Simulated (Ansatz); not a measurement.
# C₂H₃NSi: an energy map over bond length N1–H5 and angle H5–N1–H6

A grid of calculations on C₂H₃NSi, SMILES NC1=[Si]=C1, to see where the energy is lowest and how it rises around there.

Computed with Ansatz 0.2.0. Level: RKS PBE0-D4/def2-TZVP.

### Step 1. The system as given

SMILES `NC1=[Si]=C1`, 7 atoms, charge 0, spin multiplicity 1.

Atoms are counted from 1 here; the program's logs count them from 0.

Bond lengths: N1–C2 1.339 Å, N1–H5 1.023 Å, N1–H6 1.020 Å, C2–Si3 1.872 Å, C2–C4 1.376 Å, Si3–C4 1.821 Å, C4–H7 1.102 Å. Angles: C2–N1–H5 122.1°, C2–N1–H6 120.9°, H5–N1–H6 117.1°, N1–C2–Si3 155.4°, N1–C2–C4 138.5°, Si3–C2–C4 66.2°, C2–Si3–C4 43.7°, C2–C4–Si3 70.1°, C2–C4–H7 136.0°, Si3–C4–H7 153.9°.

Coordinates:

| atom | x (Å) | y (Å) | z (Å) |
| --- | --- | --- | --- |
| N1 | -0.58178 | 1.04910 | -0.07092 |
| C2 | 0.10443 | -0.02621 | 0.33538 |
| Si3 | 1.01414 | -1.09704 | 1.57308 |
| C4 | 0.58965 | -1.19929 | -0.19492 |
| H5 | -0.90262 | 1.15554 | -1.03648 |
| H6 | -0.80639 | 1.80272 | 0.57827 |
| H7 | 0.58257 | -1.68482 | -1.18441 |

This geometry comes from a loose relaxation at PBE in a small basis, which is not shown.

### Step 2. The minimum at this level

input.yaml reads:

```yaml
crystal:
  periodic: [false, false, false]
  atoms:
    - { symbol: "N", position_ang: [-0.581777, 1.049095, -0.070917] }
    - { symbol: C, position_ang: [0.104434, -0.02621, 0.335383] }
    - { symbol: Si, position_ang: [1.014137, -1.097037, 1.573075] }
    - { symbol: C, position_ang: [0.589646, -1.199286, -0.194915] }
    - { symbol: H, position_ang: [-0.902622, 1.155537, -1.036483] }
    - { symbol: H, position_ang: [-0.806388, 1.802725, 0.578275] }
    - { symbol: H, position_ang: [0.58257, -1.684823, -1.184407] }
basis:
  gaussian: { orbitals: def2-TZVP }
hamiltonian:
  xc: pbe0
  dispersion: d4
output:
  forces: true
relax:
  f_tol: 0.003
  max_steps: 120
```

Run with:

```
$ ansatz run input.yaml --threads 1 --pin off --max-ram 2560MiB --backend cpu --events-out ev --progress --plain --runs-dir out
```

The log of the run:

```text
Warning: RAYON_NUM_THREADS=1 ignored (pool sized by the plan → 1); use --threads N
The last accepted step is kept in <dir> (removed where the run ends without a failure and the disk answers)
Engine: ansatz 0.2.0, aarch64-unknown-linux-gnu
Functional definition: PBE0
  parameter a = 0.25
  parameter kappa = 0.804
  parameter beta = 0.06672455060314922
  exchange = (1 - a)*pbe_x(kappa = kappa, mu = beta*pi^2/3) + a*exact_x
  correlation = pbe_c(beta = beta)
915 factors; their error is unknown
mean field evaluation 1: about -11472.0769 eV, gradient 6.6e1 eV
mean field evaluation 2: about -11440.8564 eV, gradient 1.2e2 eV
mean field evaluation 4: about -11482.2603 eV, gradient 7.1e0 eV
mean field evaluation 8: about -11482.3700 eV, gradient 1.7e-1 eV
mean field evaluation 16: about -11482.4079 eV, gradient 4.9e-4 eV
mean field -11482.40793165 eV, -421.9707084326 hartree, gradient 3.9e-5 eV, S^2 0.000000; 0 other end points of the search recorded, 0 dependent functions left out
the calculation of the forces begins
reference -11482.40795700 eV, -421.9707093643 hartree; 18, 18 occupied and 130, 130 virtual orbitals, 915 factors
relax step   1: F+E_penalty+E_count = -11482.53178191 eV  Δ(F+E_penalty+E_count) = +0.000e0 eV  max|allowed force component| = 9.321e-1 eV/Å  Δτ_max = 0.0000 Å  (30 SCF iters, accepted)
these checks for a lower state are left out or cut short: starts, cluster_reference, orbital_swaps, neighbouring_geometries, increment
915 factors; their error is unknown
mean field -11482.44687820 eV, -421.9721396917 hartree, gradient 1.1e-5 eV, S^2 0.000000; 0 other end points of the search recorded, 0 dependent functions left out
the calculation of the forces begins
reference -11482.44690346 eV, -421.9721406201 hartree; 18, 18 occupied and 130, 130 virtual orbitals, 915 factors
relax step   2: F+E_penalty+E_count = -11482.57126111 eV  Δ(F+E_penalty+E_count) = -3.948e-2 eV  max|allowed force component| = 5.022e-1 eV/Å  Δτ_max = 0.0262 Å  (34 SCF iters, accepted)
these checks for a lower state are left out or cut short: starts, cluster_reference, orbital_swaps, neighbouring_geometries, increment
915 factors; their error is unknown
mean field evaluation 32: about -11482.4539 eV, gradient 1.1e-5 eV
mean field -11482.45386596 eV, -421.9723964871 hartree, gradient 1.1e-5 eV, S^2 0.000000; 0 other end points of the search recorded, 0 dependent functions left out
the calculation of the forces begins
reference -11482.45389119 eV, -421.9723974144 hartree; 18, 18 occupied and 130, 130 virtual orbitals, 915 factors
relax step   3: F+E_penalty+E_count = -11482.57858780 eV  Δ(F+E_penalty+E_count) = -7.327e-3 eV  max|allowed force component| = 3.926e-2 eV/Å  Δτ_max = 0.0156 Å  (34 SCF iters, accepted)
these checks for a lower state are left out or cut short: starts, cluster_reference, orbital_swaps, neighbouring_geometries, increment
915 factors; their error is unknown
mean field -11482.45393922 eV, -421.9723991794 hartree, gradient 1.0e-5 eV, S^2 0.000000; 0 other end points of the search recorded, 0 dependent functions left out
the calculation of the forces begins
reference -11482.45396445 eV, -421.9724001068 hartree; 18, 18 occupied and 130, 130 virtual orbitals, 915 factors
relax step   4: F+E_penalty+E_count = -11482.57865612 eV  Δ(F+E_penalty+E_count) = -6.832e-5 eV  max|allowed force component| = 1.852e-2 eV/Å  Δτ_max = 0.0018 Å  (35 SCF iters, accepted)
these checks for a lower state are left out or cut short: starts, cluster_reference, orbital_swaps, neighbouring_geometries, increment
915 factors; their error is unknown
mean field -11482.45398877 eV, -421.9724010005 hartree, gradient 1.0e-5 eV, S^2 0.000000; 0 other end points of the search recorded, 0 dependent functions left out
the calculation of the forces begins
reference -11482.45401401 eV, -421.9724019278 hartree; 18, 18 occupied and 130, 130 virtual orbitals, 915 factors
relax step   5: F+E_penalty+E_count = -11482.57870657 eV  Δ(F+E_penalty+E_count) = -5.045e-5 eV  max|allowed force component| = 6.826e-3 eV/Å  Δτ_max = 0.0041 Å  (35 SCF iters, accepted)
these checks for a lower state are left out or cut short: starts, cluster_reference, orbital_swaps, neighbouring_geometries, increment
915 factors; their error is unknown
mean field -11482.45399184 eV, -421.9724011132 hartree, gradient 1.0e-5 eV, S^2 0.000000; 0 other end points of the search recorded, 0 dependent functions left out
the calculation of the forces begins
reference -11482.45401707 eV, -421.9724020405 hartree; 18, 18 occupied and 130, 130 virtual orbitals, 915 factors
relax step   6: F+E_penalty+E_count = -11482.57871099 eV  Δ(F+E_penalty+E_count) = -4.417e-6 eV  max|allowed force component| = 2.667e-3 eV/Å  Δτ_max = 0.0012 Å  (35 SCF iters, accepted)
915 factors; their error is unknown
mean field evaluation 64: about -11481.6392 eV, gradient 1.5e1 eV
mean field -11482.45399184 eV, -421.9724011132 hartree, gradient 1.0e-5 eV, S^2 0.000000; 1 other end points of the search recorded, 0 dependent functions left out
the calculation of the forces begins
reference -11482.45401707 eV, -421.9724020405 hartree; 18, 18 occupied and 130, 130 virtual orbitals, 915 factors
Total energy: -11482.57873622 eV, -421.9769853848 hartree
Atom 0 at    -0.575020     1.036953    -0.071359 Å, force     0.001858    -0.002667     0.001343 eV/Å
Atom 1 at     0.108352    -0.029175     0.341294 Å, force    -0.001296     0.002088    -0.000653 eV/Å
Atom 2 at     1.002269    -1.085112     1.549432 Å, force    -0.000009    -0.000588    -0.001309 eV/Å
Atom 3 at     0.583403    -1.185162    -0.190147 Å, force    -0.000106     0.000045     0.001236 eV/Å
Atom 4 at    -0.884566     1.131867    -1.024594 Å, force    -0.000336     0.000373     0.000229 eV/Å
Atom 5 at    -0.800096     1.779481     0.564939 Å, force    -0.000325     0.000366    -0.001067 eV/Å
Atom 6 at     0.565658    -1.648851    -1.169554 Å, force     0.000214     0.000381     0.000222 eV/Å
Dipole moment:    -0.322029     0.433094    -0.331325 e Å
```

Run time: 59 s. Hardware: 1 thread of Arm Neoverse N1, shared host; peak memory 0.25 GiB.

Along the way:

| step | energy from step 1 (eV) | largest force component (eV/Å) |
| --- | --- | --- |
| 1 | 0.0000 | 0.9321 |
| 2 | -0.0395 | 0.5022 |
| 3 | -0.0468 | 0.0393 |
| 4 | -0.0469 | 0.0185 |
| 5 | -0.0469 | 0.0068 |
| 6 | -0.0469 | 0.0027 |

Distances of close pairs at the start and the end, largest changes first:

| bond | before (Å) | after (Å) | change (Å) |
| --- | --- | --- | --- |
| C2–Si3 | 1.872 | 1.837 | -0.036 |
| Si3–C4 | 1.821 | 1.792 | -0.029 |
| C4–H7 | 1.102 | 1.084 | -0.018 |
| C2–C4 | 1.376 | 1.358 | -0.018 |
| N1–H5 | 1.023 | 1.007 | -0.016 |
| N1–H6 | 1.020 | 1.003 | -0.016 |
| N1–C2 | 1.339 | 1.332 | -0.007 |

### Step 3. Plan of the scan

The axes are (1) bond length N1–H5: 15 values from 0.846 to 1.309 Å; (2) angle H5–N1–H6: 15 values from 92.5 to 142.5 °.

Nothing else is relaxed (all other coordinates rigid). Energies count from the relaxed molecule at the same level.

Of the runs on the grid, 3 are shown in the steps below; the others differ only in the two coordinates.

### Step 4. Grid point bond length N1–H5 = 1.011 Å, angle H5–N1–H6 = 117.5°

input.yaml reads:

```yaml
crystal:
  periodic: [false, false, false]
  atoms:
    - { symbol: "N", position_ang: [-0.57502, 1.036953, -0.071359] }
    - { symbol: C, position_ang: [0.108352, -0.029175, 0.341294] }
    - { symbol: Si, position_ang: [1.002269, -1.085112, 1.549432] }
    - { symbol: C, position_ang: [0.583403, -1.185162, -0.190147] }
    - { symbol: H, position_ang: [-0.885857, 1.132217, -1.028661] }
    - { symbol: H, position_ang: [-0.800096, 1.779481, 0.564939] }
    - { symbol: H, position_ang: [0.565658, -1.648851, -1.169554] }
basis:
  gaussian: { orbitals: def2-TZVP }
hamiltonian:
  xc: pbe0
  dispersion: d4
output:
  forces: true
```

Run with:

```
$ ansatz run input.yaml --threads 1 --pin off --max-ram 2560MiB --backend cpu --events-out ev --progress --plain --runs-dir out
```

The log of the run:

```text
Warning: RAYON_NUM_THREADS=1 ignored (pool sized by the plan → 1); use --threads N
[... 7 set-up lines as earlier in the session ...]
915 factors; their error is unknown
mean field evaluation 1: about -11471.9497 eV, gradient 6.7e1 eV
mean field evaluation 2: about -11442.7945 eV, gradient 1.1e2 eV
mean field evaluation 4: about -11482.3164 eV, gradient 6.8e0 eV
mean field evaluation 8: about -11482.4156 eV, gradient 1.6e-1 eV
mean field evaluation 16: about -11482.4536 eV, gradient 8.3e-5 eV
mean field -11482.45359452 eV, -421.9723865121 hartree, gradient 2.3e-5 eV, S^2 0.000000; 0 other end points of the search recorded, 0 dependent functions left out
the calculation of the forces begins
reference -11482.45361976 eV, -421.9723874394 hartree; 18, 18 occupied and 130, 130 virtual orbitals, 915 factors
Total energy: -11482.57832132 eV, -421.9769701374 hartree
Atom 0 at    -0.575020     1.036953    -0.071359 Å, force    -0.051573     0.008378    -0.173724 eV/Å
Atom 1 at     0.108352    -0.029175     0.341294 Å, force    -0.005942     0.007205    -0.007689 eV/Å
Atom 2 at     1.002269    -1.085112     1.549432 Å, force     0.000673    -0.001665    -0.000921 eV/Å
Atom 3 at     0.583403    -1.185162    -0.190147 Å, force     0.000740    -0.000505     0.003280 eV/Å
Atom 4 at    -0.885857     1.132217    -1.028661 Å, force     0.058271    -0.016398     0.183068 eV/Å
Atom 5 at    -0.800096     1.779481     0.564939 Å, force    -0.002209     0.002306    -0.004180 eV/Å
Atom 6 at     0.565658    -1.648851    -1.169554 Å, force     0.000041     0.000679     0.000166 eV/Å
Dipole moment:    -0.322091     0.432981    -0.331780 e Å
```

Run time: 7.9 s. Hardware: 1 thread of Arm Neoverse N1, shared host; peak memory 0.25 GiB.

On the map this point reads 0.04 kJ/mol.

### Step 5. Grid point bond length N1–H5 = 1.309 Å, angle H5–N1–H6 = 121.1°

input.yaml: that of step 4 with these lines changed.

```diff
@@ -7,3 +7,3 @@
     - { symbol: C, position_ang: [0.583403, -1.185162, -0.190147] }
-    - { symbol: H, position_ang: [-0.885857, 1.132217, -1.028661] }
+    - { symbol: H, position_ang: [-0.942745, 1.087453, -1.326632] }
     - { symbol: H, position_ang: [-0.800096, 1.779481, 0.564939] }
```

Run with:

```
$ ansatz run input.yaml --threads 1 --pin off --max-ram 2560MiB --backend cpu --events-out ev --progress --plain --runs-dir out
```

The log of the run:

```text
Warning: RAYON_NUM_THREADS=1 ignored (pool sized by the plan → 1); use --threads N
[... 7 set-up lines as earlier in the session ...]
915 factors; their error is unknown
mean field evaluation 1: about -11470.1418 eV, gradient 6.7e1 eV
mean field evaluation 2: about -11437.7472 eV, gradient 1.2e2 eV
mean field evaluation 4: about -11481.1221 eV, gradient 6.7e0 eV
mean field evaluation 8: about -11481.2806 eV, gradient 3.6e-1 eV
mean field evaluation 16: about -11481.2808 eV, gradient 2.3e-5 eV
mean field -11481.28078670 eV, -421.9292866196 hartree, gradient 2.3e-5 eV, S^2 0.000000; 0 other end points of the search recorded, 0 dependent functions left out
the calculation of the forces begins
reference -11481.28081308 eV, -421.9292875889 hartree; 18, 18 occupied and 130, 130 virtual orbitals, 915 factors
Total energy: -11481.40631907 eV, -421.9338998493 hartree
Atom 0 at    -0.575020     1.036953    -0.071359 Å, force    -0.930302    -0.716337    -4.842295 eV/Å
Atom 1 at     0.108352    -0.029175     0.341294 Å, force    -0.400305     0.512170    -0.463430 eV/Å
Atom 2 at     1.002269    -1.085112     1.549432 Å, force     0.072525    -0.113874     0.042316 eV/Å
Atom 3 at     0.583403    -1.185162    -0.190147 Å, force     0.066438    -0.021980     0.202764 eV/Å
Atom 4 at    -0.942745     1.087453    -1.326632 Å, force     1.414363     0.093558     5.396783 eV/Å
Atom 5 at    -0.800096     1.779481     0.564939 Å, force    -0.203930     0.216694    -0.324329 eV/Å
Atom 6 at     0.565658    -1.648851    -1.169554 Å, force    -0.018790     0.029769    -0.011809 eV/Å
Dipole moment:    -0.302447     0.393981    -0.336409 e Å
```

Wall time 7.6 s (1 thread of Arm Neoverse N1, shared host); peak memory 0.25 GiB.

On the map this point reads 113 kJ/mol.

### Step 6. The run at bond length N1–H5 = 0.879 Å, angle H5–N1–H6 = 121.1°

input.yaml: that of step 5 with these lines changed.

```diff
@@ -7,3 +7,3 @@
     - { symbol: C, position_ang: [0.583403, -1.185162, -0.190147] }
-    - { symbol: H, position_ang: [-0.942745, 1.087453, -1.326632] }
+    - { symbol: H, position_ang: [-0.821949, 1.070864, -0.914281] }
     - { symbol: H, position_ang: [-0.800096, 1.779481, 0.564939] }
```

Run with:

```
$ ansatz run input.yaml --threads 1 --pin off --max-ram 2560MiB --backend cpu --events-out ev --progress --plain --runs-dir out
```

The log of the run:

```text
Warning: RAYON_NUM_THREADS=1 ignored (pool sized by the plan → 1); use --threads N
[... 7 set-up lines as earlier in the session ...]
915 factors; their error is unknown
mean field evaluation 1: about -11471.2542 eV, gradient 6.8e1 eV
mean field evaluation 2: about -11442.3436 eV, gradient 1.2e2 eV
mean field evaluation 4: about -11481.8008 eV, gradient 7.2e0 eV
mean field evaluation 8: about -11481.9081 eV, gradient 2.0e-1 eV
mean field evaluation 16: about -11481.9458 eV, gradient 8.8e-5 eV
mean field -11481.94582186 eV, -421.9537262111 hartree, gradient 2.4e-5 eV, S^2 0.000000; 0 other end points of the search recorded, 0 dependent functions left out
the calculation of the forces begins
reference -11481.94584714 eV, -421.9537271400 hartree; 18, 18 occupied and 130, 130 virtual orbitals, 915 factors
Total energy: -11482.07140002 eV, -421.9583411232 hartree
Atom 0 at    -0.575020     1.036953    -0.071359 Å, force     2.560866    -0.601364     8.248502 eV/Å
Atom 1 at     0.108352    -0.029175     0.341294 Å, force     0.197507    -0.157374     0.416905 eV/Å
Atom 2 at     1.002269    -1.085112     1.549432 Å, force    -0.012999     0.020634    -0.007311 eV/Å
Atom 3 at     0.583403    -1.185162    -0.190147 Å, force    -0.034309     0.032874    -0.059912 eV/Å
Atom 4 at    -0.821949     1.070864    -0.914281 Å, force    -2.698496     0.732756    -8.495703 eV/Å
Atom 5 at    -0.800096     1.779481     0.564939 Å, force    -0.018240    -0.016274    -0.099867 eV/Å
Atom 6 at     0.565658    -1.648851    -1.169554 Å, force     0.005671    -0.011252    -0.002614 eV/Å
Dipole moment:    -0.316361     0.431077    -0.314411 e Å
```

Run time: 7.9 s. Hardware: 1 thread of Arm Neoverse N1, shared host; peak memory 0.25 GiB.

On the map this point reads 49 kJ/mol.

### Step 7. Energy over the grid

225 points were computed. Energies in kJ/mol, from the relaxed molecule at the same level:

| angle H5–N1–H6 (°) ↓, bond length N1–H5 (Å) → | 0.846 | 0.879 | 0.912 | 0.945 | 0.978 | 1.011 | 1.044 | 1.077 | 1.110 | 1.143 | 1.176 | 1.210 | 1.243 | 1.276 | 1.309 |
| --- | --- | --- | --- | --- | --- | --- | --- | --- | --- | --- | --- | --- | --- | --- | --- |
| 142.5 | 142 | 108 | 84 | 69 | 61 | 59 | 62 | 68 | 77 | 89 | 103 | 118 | 134 | 151 | 168 |
| 138.9 | 126 | 91 | 68 | 53 | 45 | 43 | 46 | 52 | 62 | 74 | 87 | 103 | 119 | 136 | 153 |
| 135.4 | 112 | 78 | 55 | 40 | 32 | 30 | 33 | 40 | 49 | 61 | 75 | 91 | 107 | 124 | 141 |
| 131.8 | 101 | 67 | 44 | 29 | 21 | 19 | 22 | 29 | 38 | 50 | 64 | 80 | 96 | 113 | 131 |
| 128.2 | 93 | 58 | 35 | 20 | 13 | 11 | 14 | 20 | 30 | 42 | 56 | 72 | 88 | 105 | 123 |
| 124.6 | 87 | 52 | 29 | 14 | 7 | 5 | 8 | 14 | 24 | 36 | 50 | 66 | 82 | 99 | 117 |
| 121.1 | 83 | 49 | 25 | 11 | 3 | 1 | 4 | 11 | 20 | 32 | 46 | 62 | 78 | 96 | 113 |
| 117.5 | 82 | 48 | 24 | 10 | 2 | 0 | 3 | 9 | 19 | 31 | 45 | 60 | 77 | 94 | 111 |
| 113.9 | 84 | 49 | 26 | 11 | 3 | 1 | 4 | 10 | 20 | 32 | 46 | 61 | 77 | 94 | 112 |
| 110.4 | 87 | 53 | 30 | 15 | 7 | 5 | 7 | 14 | 23 | 35 | 49 | 64 | 80 | 97 | 114 |
| 106.8 | 94 | 60 | 36 | 21 | 13 | 11 | 13 | 19 | 29 | 40 | 54 | 69 | 85 | 102 | 119 |
| 103.2 | 103 | 68 | 45 | 29 | 21 | 19 | 21 | 28 | 37 | 48 | 62 | 77 | 93 | 109 | 126 |
| 99.6 | 114 | 80 | 56 | 40 | 32 | 30 | 32 | 38 | 47 | 58 | 71 | 86 | 102 | 118 | 135 |
| 96.1 | 128 | 93 | 69 | 53 | 45 | 42 | 45 | 50 | 59 | 70 | 83 | 98 | 113 | 129 | 146 |
| 92.5 | 144 | 109 | 85 | 69 | 61 | 58 | 60 | 65 | 74 | 85 | 97 | 112 | 127 | 143 | 159 |

The largest force on an atom (eV/Å) at each point:

```tsv
angle H5–N1–H6 (°) ↓, bond length N1–H5 (Å) →	0.846	0.879	0.912	0.945	0.978	1.011	1.044	1.077	1.110	1.143	1.176	1.210	1.243	1.276	1.309
142.5	13.1	9.6	6.7	4.6	3.2	2.8	3.3	4.1	4.8	5.4	5.8	6.1	6.4	6.5	6.6
138.9	13.0	9.4	6.5	4.3	2.9	2.4	3.1	3.9	4.6	5.1	5.6	5.9	6.1	6.3	6.3
135.4	12.9	9.2	6.3	4.1	2.5	2.0	2.8	3.6	4.3	4.9	5.3	5.6	5.9	6.0	6.1
131.8	12.8	9.1	6.2	3.8	2.2	1.7	2.5	3.3	4.0	4.6	5.0	5.4	5.6	5.7	5.8
128.2	12.7	9.0	6.0	3.7	1.9	1.3	2.1	3.0	3.8	4.3	4.8	5.1	5.4	5.5	5.6
124.6	12.7	9.0	6.0	3.5	1.6	0.9	1.8	2.8	3.5	4.2	4.7	5.1	5.3	5.5	5.6
121.1	12.6	8.9	5.9	3.5	1.5	0.5	1.6	2.6	3.4	4.1	4.6	5.0	5.3	5.5	5.6
117.5	12.7	8.9	5.9	3.4	1.4	0.2	1.5	2.6	3.4	4.1	4.6	5.0	5.3	5.4	5.6
113.9	12.7	9.0	6.0	3.5	1.5	0.5	1.5	2.6	3.4	4.1	4.6	5.0	5.2	5.4	5.5
110.4	12.7	9.0	6.0	3.6	1.7	0.9	1.6	2.6	3.4	4.1	4.6	5.0	5.2	5.4	5.5
106.8	12.8	9.1	6.1	3.8	2.0	1.3	1.9	2.7	3.5	4.1	4.6	5.0	5.2	5.4	5.5
103.2	12.9	9.2	6.3	3.9	2.3	1.7	2.2	2.9	3.5	4.1	4.6	5.0	5.2	5.4	5.5
99.6	13.0	9.4	6.5	4.2	2.6	2.1	2.6	3.2	3.8	4.2	4.6	5.0	5.2	5.4	5.5
96.1	13.1	9.5	6.6	4.4	2.9	2.5	2.9	3.5	4.1	4.5	4.8	5.0	5.2	5.4	5.4
92.5	13.3	9.7	6.9	4.7	3.3	2.8	3.3	3.9	4.4	4.8	5.1	5.3	5.4	5.4	5.4
```

### Step 8. Summary of results

| quantity | value |
| --- | --- |
| lowest point | bond length N1–H5 = 1.011 Å, angle H5–N1–H6 = 117.5°, 0.04 kJ/mol |
| highest computed point | bond length N1–H5 = 1.309 Å, angle H5–N1–H6 = 142.5°, 168 kJ/mol above the lowest |
| largest force on an atom (eV/Å) | 0.2 at bond length N1–H5 = 1.011 Å, angle H5–N1–H6 = 117.5° to 13.3 at bond length N1–H5 = 0.846 Å, angle H5–N1–H6 = 92.5°; 0.2 at the lowest point |
| time for the whole task | 31 min on 1 thread, shared host |

The lowest computed point is at bond length N1–H5 = 1.011 Å, angle H5–N1–H6 = 117.5°, 0.04 kJ/mol from the relaxed molecule at the same level. The grid is coarse, so the lowest point of the scanned range may lie between grid points; coordinates that were held can hide deeper minima. No other kind of well shows on this grid. The highest computed point, bond length N1–H5 = 1.309 Å, angle H5–N1–H6 = 142.5°, lies 168 kJ/mol above the lowest. Round the minimum the two coordinates are nearly uncoupled.
